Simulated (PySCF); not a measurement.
# C3H5ClO2S: the cost of one run

Programs: PySCF 2.14.0, with routines of our own; each step states its level. All values are computed. Atoms count from 0.

### 1 The system as given

12 atoms, charge 0, multiplicity 1; geometry from: GFN2-xTB.

### 2 Excited states: TDA B3LYP/aug-cc-pVDZ

What the job is given:

```
{"job": {"kind": "states", "xc": "B3LYP", "basis": "aug-cc-pVDZ", "tda": true, "soc": true, "nstates": 8, "ntriplets": 6, "nquad": 4}, "charge": 0, "multiplicity": 1}
C      2.087131     0.095371     0.427772
C      1.023548     0.420006    -0.276185
Cl     0.783964     1.867539    -1.136638
S     -0.380966    -0.723301    -0.460934
C     -1.762613     0.193515     0.269324
O     -0.625643    -0.909239    -1.860066
O     -0.103716    -1.876889     0.345558
H      2.943580     0.738366     0.543143
H      2.096808    -0.866468     0.911319
H     -2.642517    -0.433332     0.188462
H     -1.519591     0.380684     1.307179
H     -1.898785     1.113062    -0.284959
```

Method: TDA B3LYP/aug-cc-pVDZ excited states, vertical, gas phase, spin-orbit mean-field couplings.

Started as:

```sh
> OMP_NUM_THREADS=1 python excited_run.py task.json out
```

The driver reads the jobs from task.json and runs them one after another.

**Question.** How long does this first job take on 1 thread of Arm Neoverse N1, shared host, and how much memory does it need?

About 65 s, with a peak of 0.77 GiB.
